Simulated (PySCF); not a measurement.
# F3HfO (Hf(O)(F)3-): the cost of one run

Computed with PySCF 2.14.0. Level: TPSS, Hf def2-SVP with ECP60, O def2-SVP, F def2-SVP; scalar-relativistic core potentials, no spin–orbit coupling.

4 further runs of the same task are left out: 2 for a known fault of the program, 1 that didn't finish, 1 set aside as unsound or not needed.

**1. Starting geometry**

5 atoms, charge -1, spin multiplicity 1.

Bond lengths: Hf1–O2 1.613 Å, Hf1–F3 1.858 Å, Hf1–F4 1.858 Å, Hf1–F5 1.858 Å. Angles: O2–Hf1–F3 109.5°, O2–Hf1–F4 109.5°, O2–Hf1–F5 109.5°, F3–Hf1–F4 109.5°, F3–Hf1–F5 109.5°, F4–Hf1–F5 109.5°.

Coordinates:

```xyz
5
charge -1, multiplicity 1
Hf    0.00000    0.00000    0.00000
O     0.93140    0.93140    0.93140
F    -1.07250   -1.07250    1.07250
F     1.07250   -1.07250   -1.07250
F    -1.07250    1.07250   -1.07250
```

Formal oxidation states: Hf +4.

**2. SCF at the start, singlet**

run.py (the lines that set the calculation) reads:

```python
mol = gto.M(atom='''
Hf     0.00000     0.00000     0.00000
O      0.93140     0.93140     0.93140
F     -1.07250    -1.07250     1.07250
F      1.07250    -1.07250    -1.07250
F     -1.07250     1.07250    -1.07250''',
    basis={'Hf': 'def2-SVP', 'O': 'def2-SVP', 'F': 'def2-SVP'},
    ecp={'Hf': 'def2-SVP'},
    charge=-1, spin=0)
mf = dft.RKS(mol, xc='TPSS')
mf.grids.atom_grid = (50, 194)
mf = mf.density_fit()  # fitting sets: Hf def2-universal-JKFIT, O def2-universal-JKFIT, F def2-universal-JKFIT
mf.conv_tol = 1e-08; mf.max_cycle = 55
mf.kernel(dm0)  # dm0: free metal ions and neutral atoms
```

Run with:

```sh
$ OMP_NUM_THREADS=2 python run.py
```

Q: Estimate wall time and peak memory on 2 threads of Arm Neoverse V1, shared host.

About 2.8 s, with a peak of 0.39 GiB.
